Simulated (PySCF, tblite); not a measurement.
**C₂H₈O₃Si₃: geometry, infrared bands and NMR shifts**

What infrared bands and NMR shifts should C₂H₈O₃Si₃ (`O[Si](O)(C#C[SiH3])O[SiH3]`) show?

Programs: tblite 0.8.0 and PySCF 2.14.0, with density-fitted response routines of our own. Each step states its level of theory. These are calculated values for one molecule in the gas phase, unless marked as measured. Atoms are numbered from 0 throughout.

## (1) The starting structure

16 atoms, charge 0, multiplicity 1; geometry from: force field or distance geometry start.

Bonds of the start (Å): O0–Si1 1.66, Si1–O2 1.66, Si1–C3 1.87, C3–C4 1.19, C4–Si5 1.88, Si1–O6 1.65, O6–Si7 1.65, O0–H8 0.97, O2–H9 0.97, Si5–H10 1.48, Si5–H11 1.48, Si5–H12 1.47, Si7–H13 1.49, Si7–H14 1.48, Si7–H15 1.48.

## (2) Optimising the geometry with GFN2-xTB

Job settings and geometry (Å):

```
{"job": {"kind": "relax", "xc": "GFN2-xTB", "basis": "xTB"}, "charge": 0, "multiplicity": 1}
O      1.107500    -1.773000     1.655900
Si     0.875900    -0.195600     1.178100
O      1.008300     0.707600     2.569500
C     -0.803800     0.054800     0.393800
C     -1.882000     0.203100    -0.099000
Si    -3.559800     0.439800    -0.904700
O      2.105700     0.255000     0.180300
Si     2.691400    -0.145000    -1.304600
H      0.798500    -1.948100     2.560500
H      1.119400     1.655900     2.401900
H     -4.619400    -0.189400    -0.076700
H     -3.865000     1.884200    -1.037900
H     -3.585800    -0.174600    -2.242900
H      1.638400     0.065600    -2.335600
H      3.837700     0.731600    -1.629100
H      3.125300    -1.563200    -1.320800
```

Run with:

```sh
$ OMP_NUM_THREADS=1 python probes_run.py task.json out
```

One launch serves the whole session: the jobs run in the order shown.

**Question.** This job is followed by: GFN2-xTB harmonic vibrations, gas phase; GIAO PBE0/pcSseg-1 NMR shielding, non-relativistic, gas phase. What will the session give for the following? strongest single infrared mode (GFN2-xTB); zero-point energy (GFN2-xTB); ¹³C shifts against TMS (PBE0/pcSseg-1); ¹H shifts against TMS (PBE0/pcSseg-1, means over atoms taken as alike); ¹⁷O shifts against H2O (PBE0/pcSseg-1, means over atoms taken as alike); ²⁹Si shifts against TMS (PBE0/pcSseg-1).

The runs gave:

| quantity | value |
| --- | --- |
| strongest single infrared mode (GFN2-xTB) | 1088 cm⁻¹, 717 km/mol |
| zero-point energy (GFN2-xTB) | 56.0 kcal/mol |
| ¹³C shifts against TMS (PBE0/pcSseg-1) | 118.2, 104.8 ppm |
| ¹H shifts against TMS (PBE0/pcSseg-1, means over atoms taken as alike) | 5.16, 4.21, 2.21 ppm |
| ¹⁷O shifts against H2O (PBE0/pcSseg-1, means over atoms taken as alike) | 55.9, 54.0 ppm |
| ²⁹Si shifts against TMS (PBE0/pcSseg-1) | -43.0, -82.9, -99.5 ppm |

**Reading.** Relaxing lowered the energy by 0.208 eV in 46 steps; the close pair that moved most is O0–Si1, from 1.664 to 1.619 Å. The lowest mode is slightly imaginary (12i cm⁻¹), a soft motion within the noise of the Hessian, so the minimum is not strictly shown. The strongest single mode, at 1088 cm⁻¹, moves mainly O6. GFN2-xTB is a fitted tight-binding method: band positions and strengths are rough. Its intensities can rank the bands wrongly. At PBE0/pcSseg-1: The largest span, 296 ppm, is at C3, where the paramagnetic term is -203 ppm.
